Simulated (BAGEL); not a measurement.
# singlet [SiH3O4]+, step by step, part 2 of 2

BAGEL 1.2.2. The steps go on from the part before.

### 4 Doublet neutral SiH3O4: the energy at CASPT2(3,3)/6-31G(d) (density fitting with svp-jkfit, spherical functions) (run 3)

Contents of calc.json:

```json
{ "bagel" : [

{
  "title" : "molecule",
  "basis" : "6-31gs.json",
  "df_basis" : "svp-jkfit",
  "geometry" : [
    { "atom" : "O", "xyz" : [    -2.74587410,     1.03527512,     1.97970732 ] },
    { "atom" : "Si", "xyz" : [    -0.43700673,     0.67792791,    -0.10277087 ] },
    { "atom" : "O", "xyz" : [     2.04401470,     0.43982242,     1.70909854 ] },
    { "atom" : "O", "xyz" : [    -0.53924091,     3.09753324,    -1.98059172 ] },
    { "atom" : "O", "xyz" : [    -0.57023242,    -1.82066797,    -1.88043623 ] },
    { "atom" : "H", "xyz" : [     2.33559944,     1.76319762,     2.91266511 ] },
    { "atom" : "H", "xyz" : [    -0.24463261,     2.78383870,    -3.74011571 ] },
    { "atom" : "H", "xyz" : [    -0.31180481,    -4.00773117,    -0.82070806 ] }
  ]
},

{ "title" : "hf", "charge" : 1 },

{ "title" : "casscf", "nstate" : 1, "nact" : 3, "nclosed" : 23, "nspin" : 1, "active" : [18, 25, 26], "maxiter" : 200, "natocc" : true },

{ "title" : "print", "file" : "orbitals.molden", "orbitals" : true },

{ "title" : "smith", "method" : "caspt2", "ms" : true, "xms" : true, "sssr" : true, "shift" : 0.2, "shift_imag" : true, "ncore" : 9 }

]}
```

The basis set 6-31G* is read from a file made from the Basis Set Exchange's data (not shown).

On the command line:

```console
$ BAGEL_NUM_THREADS=1 BAGEL calc.json > calc.out
```

Standard output:

```text
* using 1 threads per process

  ===============================================================
  ===============================================================

  *** Geometry ***

  { "atom" : "O", "xyz" : [     -2.745874,      1.035275,      1.979707 ] },
  { "atom" : "Si", "xyz" : [     -0.437007,      0.677928,     -0.102771 ] },
  { "atom" : "O", "xyz" : [      2.044015,      0.439822,      1.709099 ] },
  { "atom" : "O", "xyz" : [     -0.539241,      3.097533,     -1.980592 ] },
  { "atom" : "O", "xyz" : [     -0.570232,     -1.820668,     -1.880436 ] },
  { "atom" : "H", "xyz" : [      2.335599,      1.763198,      2.912665 ] },
  { "atom" : "H", "xyz" : [     -0.244633,      2.783839,     -3.740116 ] },
  { "atom" : "H", "xyz" : [     -0.311805,     -4.007731,     -0.820708 ] },

  Number of auxiliary basis functions:      490

  Since a DF basis is specified, we compute 2- and 3-index integrals:
    o Being stored without compression. Storage requirement is 0.025 GB

  Number of basis functions:       80
  Number of electrons      :       49

    * METHOD: MOLECULE                             0.49

  *** RHF ***

  === Nuclear Repulsion ===
   255.6043541747

      * DIIS with orbital gradients will be used.

  === RHF iteration (6-31gs.json) ===
      0       -589.34544914          0.02579895           0.10
      1       -589.48141978          0.01978337           0.08
      2       -589.65519056          0.00445591           0.10
      3       -589.66575707          0.00137186           0.11
      4       -589.66862810          0.00081694           0.11
      5       -589.66943696          0.00037608           0.11
      6       -589.66977543          0.00017857           0.11
      7       -589.66987289          0.00010403           0.11
      8       -589.66989315          0.00009139           0.17
      9       -589.66991340          0.00008155           0.12
     10       -589.66994141          0.00007805           0.12
     11       -589.66997168          0.00007416           0.12
     12       -589.67002159          0.00006964           0.11
     13       -589.67009193          0.00006421           0.09
     14       -589.67023263          0.00005373           0.09
     15       -589.67028641          0.00004581           0.09
     16       -589.67032693          0.00003978           0.09
     17       -589.67036854          0.00002964           0.09
     18       -589.67038641          0.00002629           0.09
     19       -589.67039360          0.00001824           0.09
     20       -589.67039584          0.00001331           0.09
     21       -589.67039674          0.00001000           0.10
     22       -589.67039694          0.00000863           0.09
     23       -589.67039712          0.00000505           0.10
     24       -589.67039727          0.00000329           0.10
     25       -589.67039729          0.00000245           0.09
     26       -589.67039735          0.00000195           0.11
     27       -589.67039739          0.00000167           0.09
     28       -589.67039742          0.00000146           0.10
     29       -589.67039746          0.00000126           0.09
     30       -589.67039749          0.00000100           0.09
     31       -589.67039752          0.00000087           0.10
     32       -589.67039753          0.00000076           0.09
     33       -589.67039754          0.00000065           0.09
     34       -589.67039755          0.00000047           0.09
     35       -589.67039756          0.00000034           0.09
     36       -589.67039756          0.00000022           0.09
     37       -589.67039756          0.00000013           0.10
     38       -589.67039756          0.00000007           0.09
     39       -589.67039756          0.00000005           0.09
     40       -589.67039756          0.00000004           0.09
     41       -589.67039756          0.00000003           0.09
     42       -589.67039756          0.00000003           0.10
     43       -589.67039756          0.00000003           0.09
     44       -589.67039756          0.00000002           0.09
     45       -589.67039756          0.00000002           0.09
     46       -589.67039756          0.00000002           0.09
     47       -589.67039756          0.00000002           0.09
     48       -589.67039756          0.00000001           0.09
     49       -589.67039756          0.00000001           0.09
     50       -589.67039756          0.00000001           0.09
    * SCF iteration converged.

    * Permanent dipole moment:
           (    0.482101,     0.291783,    -1.188088) a.u.

    * METHOD: HF                                   5.31

  ---------------------------
      CASSCF calculation
  ---------------------------

    ==== Active orbitals : =====
         Orbital 18
         Orbital 25
         Orbital 26
    ============================

    * nstate   :      1
    * nclosed  :     23
    * nact     :      3
    * nvirt    :     54
  === CASSCF iteration (6-31gs.json) ===

    * Using the second-order algorithm

      0  0      -590.08098161     2.77e-02      0.03

      1  0      -590.17934408     1.81e-03      0.73

      2  0      -590.20757731     2.01e-03      0.60

      3  0      -590.21262333     7.36e-04      0.76

      4  0      -590.21289716     3.15e-04      0.78

      5  0      -590.21292119     1.24e-04      0.83

      6  0      -590.21292413     4.64e-05      0.76

      7  0      -590.21292451     1.70e-05      0.73

      8  0      -590.21292456     6.17e-06      0.72

      9  0      -590.21292457     2.24e-06      0.73

     10  0      -590.21292457     8.09e-07      0.80

     11  0      -590.21292457     2.93e-07      0.68

     12  0      -590.21292457     1.06e-07      0.62

     13  0      -590.21292457     3.83e-08      0.58

     14  0      -590.21292457     1.39e-08      0.60

     15  0      -590.21292457     5.02e-09      0.39

    * Second-order optimization converged. *

     guess   0:   closed 1..                  open .1.

  === FCI iteration ===

      0  0      -590.17670277     6.75e-02      0.00
      1  0      -590.21224470     7.48e-03      0.00
      2  0      -590.21292445     1.25e-04      0.00
      3  0      -590.21292457     4.52e-06      0.00
      4  0      -590.21292457     2.67e-07      0.00
      5  0      -590.21292457     1.65e-08      0.00
      6  0      -590.21292457     1.36e-09      0.00
      7  0 *    -590.21292457     1.88e-15      0.00

     * ci vector, state   0, <S^2> = 0.7500
       2a.    -0.9843142343
       .a2    -0.1764024898

    * METHOD: CASSCF                              10.60

    * METHOD: PRINT                                0.04

  === SMITH program ===

    * freezing 9 orbitals

    * Approximate memory requirement for SMITH calulation per MPI process:
      o Storage requirement for T-amplitude, lambda, and residual is 0.02 GB
      o Storage requirement for MO integrals is 0.01 GB
    * Calculating and saving rdm4f

    * Zeroth order energy : state  0       -1.4310017590

    * CASPT2 iteration is performed using orthogonal basis

      -------------------------------------------  CASPT2 iteration  ---------------------------------------------------
       #      aibj      arbs      arbi      airj      risj      airs      arst      rist         Etot      error   time
      ------------------------------------------------------------------------------------------------------------------

       0  -0.59046  -0.00474  -0.07518  -0.01992  -0.00078  -0.03747  -0.00003  -0.00002   -0.7285954  0.0016839   0.18
       1  -0.59065  -0.00477  -0.07543  -0.02003  -0.00083  -0.03804  -0.00003  -0.00002   -0.7298128  0.0002504   0.14
       2  -0.59067  -0.00478  -0.07540  -0.02004  -0.00083  -0.03808  -0.00003  -0.00002   -0.7298450  0.0000527   0.15
       3  -0.59067  -0.00478  -0.07540  -0.02003  -0.00083  -0.03809  -0.00003  -0.00002   -0.7298462  0.0000116   0.16
       4  -0.59067  -0.00478  -0.07540  -0.02003  -0.00083  -0.03809  -0.00003  -0.00002   -0.7298462  0.0000024   0.17
       5  -0.59067  -0.00478  -0.07540  -0.02003  -0.00084  -0.03809  -0.00003  -0.00002   -0.7298462  0.0000005   0.17

      ------------------------------------------------------------------------------------------------------------------

    * CASPT2 energy : state  0     -590.9453693537
        w/o shift correction       -590.9427707939
        reference weight              0.8299742589

    * METHOD: SMITH                                1.36

  ===============================================================
```

It took 19 s on 1 thread of AMD EPYC 7R43 (Zen 3), shared host; peak memory 0.21 GiB.

### 5 What came out

The summary covers parts 1 to 2.

| quantity | value |
| --- | --- |
| run 1, HF/6-31G*: total energy | -589.67040 Eh |
| run 1, HF/6-31G*: HOMO energy | -19.38 eV |
| run 1, HF/6-31G*: LUMO energy | -11.11 eV |
| run 1, HF/6-31G*: HOMO–LUMO gap | 8.27 eV |
| doublet neutral SiH3O4, run 2: total energy | -590.93969 Eh |
| doublet neutral SiH3O4, run 3: total energy | -590.94537 Eh |
